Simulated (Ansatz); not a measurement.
## CH₅B, SMILES BC: the interaction energy of a dimer with the counterpoise correction, step by step

Computed with Ansatz 0.2.0, Python API.

At the Python prompt:
```pycon
>>> import ansatz as az
>>> BASIS_SET = "def2-SVPD"
>>> FUNCTIONAL = "b3lyp"
>>> FIRST = [
...     ("B", (-0.2201, -0.9003, 0.0519)),
...     ("C", (0.1732, 0.6622, -0.0269)),
...     ("H", (0.3978, -1.6517, 0.5458)),
...     ("H", (-1.2246, -1.183, -0.4325)),
...     ("H", (0.3139, 1.0486, 0.9859)),
...     ("H", (1.1346, 0.7616, -0.5813)),
...     ("H", (-0.5745, 1.2624, -0.543)),
... ]
>>> SECOND = [
...     ("B", (-2.1373, 5.2009, -1.437)),
...     ("C", (-1.8827, 3.6121, -1.3236)),
...     ("H", (-3.1266, 5.6571, -1.3774)),
...     ("H", (-1.193, 5.8459, -1.5636)),
...     ("H", (-2.293, 3.2492, -0.3776)),
...     ("H", (-2.4156, 3.1037, -2.1597)),
...     ("H", (-0.8288, 3.3457, -1.3873)),
... ]
>>> def energy(atoms, ghosts=()):
...     molecule = az.Crystal.molecule()
...     for symbol, xyz in atoms:
...         molecule = molecule.atom(symbol, xyz)
...     calc = (
...         molecule.calculation()
...         .basis(gaussian=BASIS_SET)
...         .functional(FUNCTIONAL)
...     )
...     deck = calc.input()
...     if ghosts:
...         deck = deck.set(az.key.basis.gaussian.ghost_atoms, [{"symbol": s, "position_ang": list(xyz)} for s, xyz in ghosts])
...     return az.Session.from_dict(deck).plan().execute().report["free_energy_ev"]
...
>>> # ghost atoms carry the functions of the partner
>>> both = energy(FIRST + SECOND)
>>> alone = energy(FIRST) + energy(SECOND)
>>> ghosted = energy(FIRST, SECOND) + energy(SECOND, FIRST)
>>> print(f"dimer {both:.6f} eV")
dimer -3585.938055 eV
>>> print(f"interaction, uncorrected   {96.485332 * (both - alone):8.3f} kJ/mol")
interaction, uncorrected      0.499 kJ/mol
>>> print(f"interaction, counterpoise  {96.485332 * (both - ghosted):8.3f} kJ/mol")
interaction, counterpoise     3.299 kJ/mol
>>> print(f"basis-set superposition    {96.485332 * (alone - ghosted):8.3f} kJ/mol")
basis-set superposition       2.800 kJ/mol
```

Uncorrected it is 0.499 kJ/mol, with the counterpoise correction 3.299 kJ/mol; the difference, 2.800 kJ/mol, is the superposition error. In this basis both values are repulsive.

Reading the output:
- Total energies depend on the basis set; only differences at equal settings carry meaning.
- The dimer is a generated trial pose of unrelaxed monomers, not a minimum, so the figure is no binding energy, and the basis set is small.
- b3lyp holds the VWN-RPA fit, as in Gaussian; the form of ORCA and Turbomole is b3lyp5.
- This level lacks the dispersion part of the attraction (electrostatics and induction are there), which can decide the sign where the interaction is weak.
- It ran for 16 s on 1 thread of Arm Neoverse V1, on a shared host, peak memory 0.29 GiB.
